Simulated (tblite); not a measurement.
# C9H12O: the cost of one run

Computed with tblite 0.8.0 (tight binding) and PySCF 2.14.0 (DFT, with response routines of our own); each step states its level. Atoms count from 0 throughout.

## 1. The starting structure

22 atoms, charge 0, multiplicity 1; geometry from: MMFF94s geometry.

Bonds of the start (Å): C0–C1 1.49, C0–H10 1.10, C0–H11 1.10, C0–H12 1.08, C1–C3 1.52, C1–O2 1.23, C3–C4 1.50, C3–H13 1.09, C3–H14 1.10, C4–C5 1.35, C4–C9 1.52, C5–C6 1.51, C5–H15 1.09, C6–C7 1.50, C6–H16 1.09, C6–H17 1.10, C7–C8 1.35, C7–H18 1.08, C8–C9 1.51, C8–H19 1.08, C9–H20 1.09, C9–H21 1.10.

## 2. GFN2-xTB relaxation, conformer 1

The job: settings as JSON, then the geometry in Å.

```
{"job": {"xc": "GFN2-xTB", "basis": "xTB", "kind": "relax"}, "charge": 0, "multiplicity": 1}
C     -2.675800     0.752800    -0.891700
C     -2.285100    -0.552600    -0.281300
O     -2.589000    -1.635000    -0.781200
C     -1.428300    -0.490700     0.976200
C      0.011700    -0.220500     0.650700
C      0.601500     0.948700     0.958200
C      2.046500     1.270500     0.657600
C      2.785000     0.155000    -0.016300
C      2.208200    -1.022700    -0.336700
C      0.758500    -1.340600    -0.045300
H     -3.180300     1.378200    -0.143000
H     -3.392100     0.570700    -1.706100
H     -1.809000     1.267400    -1.277500
H     -1.845600     0.262100     1.648500
H     -1.517400    -1.444400     1.517900
H      0.044200     1.731500     1.481700
H      2.087700     2.162700     0.029700
H      2.556500     1.500300     1.600400
H      3.825000     0.320000    -0.253300
H      2.793300    -1.789100    -0.825500
H      0.723600    -2.231000     0.582500
H      0.270300    -1.573900    -0.998800
```

Command:

```
$ OMP_NUM_THREADS=1 python ens_run.py task.json out
```

This one command runs the whole study; its stages follow in the order run.

**Question.** How long does this first job take on 1 thread of Intel Xeon at 2.50GHz, shared host?

About 4 s.
